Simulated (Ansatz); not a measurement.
**C3H6BFO: up Jacob's ladder to CCSD(T)**

How much do the methods differ for C3H6BFO? The plan is to run it at one geometry with functionals of several rungs and with coupled cluster, and see how far each lands from CCSD(T) at the basis-set limit for the atomisation energy.

Program: Ansatz 0.2.0, Gaussian basis. Level of theory: functionals in def2-TZVPP, the program's frozen cores in correlated methods. These are calculated values, not measurements.

The runs, in order: PBE-D4, r2SCAN-D4, PBE0-D4, B3LYP-D4, ωB97X-V, ωB97M-V, B2PLYP; CCSD(T)/def2-TZVPP; MP2/def2-QZVPP; extrapolation to the limit.

### Step 1. The relaxed structure

The geometry comes from an earlier relaxation with PBE0-D4 in a triple-zeta def2 set; it is a stationary point, not always the lowest conformer.

SMILES `BO/C(F)=C/C`, 12 atoms, charge 0, spin multiplicity 1.

Atoms are counted from 1 here; the program's logs count them from 0.

Bond lengths: B1–O2 1.358 Å, B1–H7 1.192 Å, B1–H8 1.193 Å, O2–C3 1.343 Å, C3–F4 1.331 Å, C3–C5 1.322 Å, C5–C6 1.487 Å, C5–H9 1.083 Å, C6–H10 1.094 Å, C6–H11 1.090 Å, C6–H12 1.094 Å. Angles: O2–B1–H7 121.5°, O2–B1–H8 114.6°, H7–B1–H8 123.8°, B1–O2–C3 127.2°, O2–C3–F4 113.9°, O2–C3–C5 123.4°, F4–C3–C5 122.7°, C3–C5–C6 124.7°, C3–C5–H9 115.6°, C6–C5–H9 119.7°, C5–C6–H10 111.0°, C5–C6–H11 111.7°, C5–C6–H12 110.9°, H10–C6–H11 108.1°, H10–C6–H12 106.9°, H11–C6–H12 108.1°.

Geometry (Å):

```xyz
12
charge 0, multiplicity 1
B    -0.77540   -2.47882    0.84465
O    -0.51307   -1.15339    0.98555
C    -0.07348   -0.30833    0.03862
F     0.10583   -0.87720   -1.15084
C     0.16179    0.97361    0.26064
C     0.64841    1.93524   -0.76450
H    -0.62679   -3.03581   -0.19878
H    -1.15830   -3.01861    1.83752
H    -0.02422    1.31505    1.27135
H     1.60217    2.37894   -0.46386
H     0.78905    1.45438   -1.73225
H    -0.05900    2.75964   -0.89409
```

### Step 2. PBE-D4 (GGA)

Input file in.yaml:

```yaml
crystal:
  periodic: [false, false, false]
  atoms:
    - {symbol: B, position_ang: [-0.775401, -2.478824, 0.844653]}
    - {symbol: O, position_ang: [-0.513067, -1.153385, 0.985545]}
    - {symbol: C, position_ang: [-0.073480, -0.308328, 0.038619]}
    - {symbol: F, position_ang: [0.105825, -0.877204, -1.150844]}
    - {symbol: C, position_ang: [0.161790, 0.973612, 0.260636]}
    - {symbol: C, position_ang: [0.648405, 1.935241, -0.764500]}
    - {symbol: H, position_ang: [-0.626795, -3.035811, -0.198777]}
    - {symbol: H, position_ang: [-1.158296, -3.018610, 1.837518]}
    - {symbol: H, position_ang: [-0.024216, 1.315051, 1.271351]}
    - {symbol: H, position_ang: [1.602174, 2.378939, -0.463856]}
    - {symbol: H, position_ang: [0.789055, 1.454379, -1.732251]}
    - {symbol: H, position_ang: [-0.058996, 2.759641, -0.894092]}
basis:
  gaussian: {orbitals: def2-TZVPP}
hamiltonian: {xc: pbe, dispersion: d4}
output: {forces: true, orbitals: {seedname: orbitals}}
```

The run is started by

```sh
$ ansatz run in.yaml --threads 4 --pin off --events-out ev --progress --plain --max-ram 10444MiB
```

The runs that follow: r2SCAN-D4 (meta-GGA); PBE0-D4 (hybrid); B3LYP-D4 (hybrid); ωB97X-V (range-separated); ωB97M-V (range-separated); B2PLYP (double hybrid); CCSD(T) in def2-TZVPP; MP2 in def2-QZVPP.

Before running them: what should the planned runs give, taken together? Wanted: atomisation energy, CCSD(T)/CBS; farthest; mean size of error, hybrid; mean size of error, range-separated; gap, smallest and largest; T1 diagnostic; triples share of the correlation energy.

The runs gave:

| quantity | value |
| --- | --- |
| atomisation energy, CCSD(T)/CBS | 4913.7 kJ/mol |
| functionals within 24.6 kJ/mol (0.5 %) | ωB97X-V, B2PLYP |
| farthest | PBE-D4 (+164.1 kJ/mol) |
| mean size of error, hybrid | 39.4 kJ/mol |
| mean size of error, range-separated | 27.9 kJ/mol |
| gap, smallest and largest | 3.97 eV (PBE-D4), 10.45 eV (ωB97X-V) |
| T1 diagnostic | 0.0131 |
| triples share of the correlation energy | 3.8 % |

In words: PBE-D4 is off by +164.1 kJ/mol. Double hybrids carry the basis error of their MP2 part in triple zeta, and no dispersion term here, so their miss is partly the set-up's. The reference freezes the cores and leaves out relativity and excitations past (T), so misses under about 24.6 kJ/mol can't be ranked. Hartree-Fock recovers 74 % of the binding; the rest is correlation. The gap grows from 4.0 to 10.5 eV across the functionals, mostly with the share of exact exchange.
